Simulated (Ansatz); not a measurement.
VWC2, 4 atoms in the cell. Symmetry: R-3m, No. 166, trigonal system. The conventional cell has a = 3.034 Å, b = 3.034 Å, c = 14.802 Å, α = 90.00°, β = 90.00°, γ = 120.00°. Around W (site symmetry -3m) lie 6 C at 2.17 Å. V (site symmetry -3m) is surrounded by 6 C at 2.11 Å. C (site symmetry 3m) is surrounded by 3 V at 2.11 Å and 3 W at 2.17 Å. The cell comes from a database or a generator and needn't be the stable form of this composition.

* Program: Ansatz 0.2.0
* Task: band structure
* Functional: PBEsol
* Potentials or basis: all-electron LAPW, scalar-relativistic
* Cutoff: 315 eV (chosen from the basis error)
* Basis error allowed: 0.002 eV/atom
* k mesh: 10 × 10 × 10
* Occupations: fermi-dirac, width 0.05 eV
* Spin: collinear spin, ferromagnetic start
* Starting moments: [0.0, 2.0, 0.0, 0.0] μB

Potentials or basis: all-electron LAPW, scalar-relativistic.

Launch:

```sh
$ ansatz run input.yaml --threads 4 --pin off --max-ram 12288MiB --backend cpu --events-out ev --progress --plain --runs-dir out
```

Hardware: 4 threads of Arm Neoverse V1, with other jobs on the host.

Problem. Estimate the wall time of this run.

Solution. Wall time 52 s on 4 threads of Arm Neoverse V1, with other jobs on the host, peak memory 1.2 GiB. Counts: scf iterations 13, plane waves 501, k points 116, bands 43.
